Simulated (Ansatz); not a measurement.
## BrZn: a test of scalar relativity

Run with Ansatz 0.2.0, Python API.

`brzn.xyz`
```text
2

Zn    1.06230   -0.40330    0.52910
Br   -1.03280    0.34310   -0.52500
```

The script, `x2c.py`:
```python
import ansatz as az
import numpy as np

brzn = az.Crystal.molecule_from_extxyz("brzn.xyz")

job = brzn.calculation().functional("pbe0").spin("collinear", total=1).forces()
sets = {"none": "cc-pVTZ", "scalar": "cc-pVTZ-DK"}
found = {kind: job.basis(gaussian=basis).pseudopotentials(relativity=kind).run(threads=1).report for kind, basis in sets.items()}
for kind, each in found.items():
    dipole = 4.803205 * np.linalg.norm(each["charge_distribution"]["dipole_moment_e_ang"])
    print(f"{kind:7s} E = {each['free_energy_ev']:.4f} eV  dipole {dipole:.3f} D  largest force component {np.abs(each['forces_ev_ang']).max():.4f} eV/A")
print(f"relativity lowers the total energy by {found['none']['free_energy_ev'] - found['scalar']['free_energy_ev']:.3f} eV")
```

```console
$ python x2c.py
none    E = -118454.2552 eV  dipole 3.384 D  largest force component 0.9673 eV/A
scalar  E = -119775.9685 eV  dipole 3.272 D  largest force component 0.9919 eV/A
relativity lowers the total energy by 1321.713 eV
```

The total moves by -1321.7 eV, nearly all in the cores, and the dipole from 3.38 to 3.27 D.

Reading the output:
- Total energies depend on the basis set; only differences at equal settings carry meaning.
- The geometry is a force-field or estimated start, not a minimum of this method. The basis set changes with the Hamiltonian (a set recontracted for scalar relativity), and most of the change in the total lies in the cores.
- The species is open-shell (spin multiplicity 2).
- The spin state was assumed, and another may lie lower.
- Wall time of the script: 17 s on 1 thread of Arm Neoverse V2, on a shared host, peak memory 0.37 GiB.
